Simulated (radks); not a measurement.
# Ho⁵¹⁺ in [Ne] 3s2 3p3.75 4f0.25: an all-electron calculation

The task here is to estimate one member of a computed series from the others.

The numbers are computed with radks (a radial shooting solver on a logarithmic mesh, Libxc functionals) version 1 (Dirac Kohn-Sham, Wu-Cohen GGA, spin-unpolarised, spherical densities, finite nucleus; open shells fill j = l - 1/2 first), except any that are marked as measured or tabulated.

### The atom as given

```
element            : holmium (Z = 67)
charge             : +51
electrons          : 16
configuration      : [Ne] 3s2 3p3.75 4f0.25
nuclear rms radius : 5.2022 fm
```

Set-up of the first run:

The run's settings:

```text
Z 67
configuration [Ne] 3s2 3p3.75 4f0.25 4s0 3d0
relativity Dirac
functional wc,pbe
spin unpolarised
j_filling energy
nucleus finite rms 5.2022 fm
c 137.035999084
```

Command:

```bash
> python run_ks.py task.json out
```

The same process makes all the runs of this session.

One table of the session follows, with a row left open; its other results are not shown here.

It belongs to the step «Radial structure». Radial moments (bohr):

| level | <r> | outermost maximum (interpolated) | 90 % within | nodes |
| --- | --- | --- | --- | --- |
| 1s1/2 | ? | ? | ? | ? |
| 2s1/2 | 0.08656 | 0.0744 | 0.134 | 1 |
| 2p1/2 | 0.07203 | 0.0559 | 0.119 | 0 |
| 2p3/2 | 0.07894 | 0.0619 | 0.128 | 0 |
| 3s1/2 | 0.2110 | 0.201 | 0.307 | 2 |
| 3p1/2 | 0.1989 | 0.187 | 0.296 | 1 |
| 3p3/2 | 0.2094 | 0.198 | 0.310 | 1 |
| 3d3/2 | 0.1802 | 0.152 | 0.275 | 0 |
| 3d5/2 | 0.1834 | 0.155 | 0.279 | 0 |
| 4s1/2 | 0.3962 | 0.400 | 0.558 | 3 |
| 4f5/2 | 0.3326 | 0.294 | 0.484 | 0 |
| 4f7/2 | 0.3345 | 0.296 | 0.486 | 0 |

Q: Estimate the row for 1s1/2 from the others.

The run gave: <r>: 0.02074; outermost maximum (interpolated): 0.0131; 90 % within: 0.0376; nodes: 0. In the column «<r>» it is the lowest.
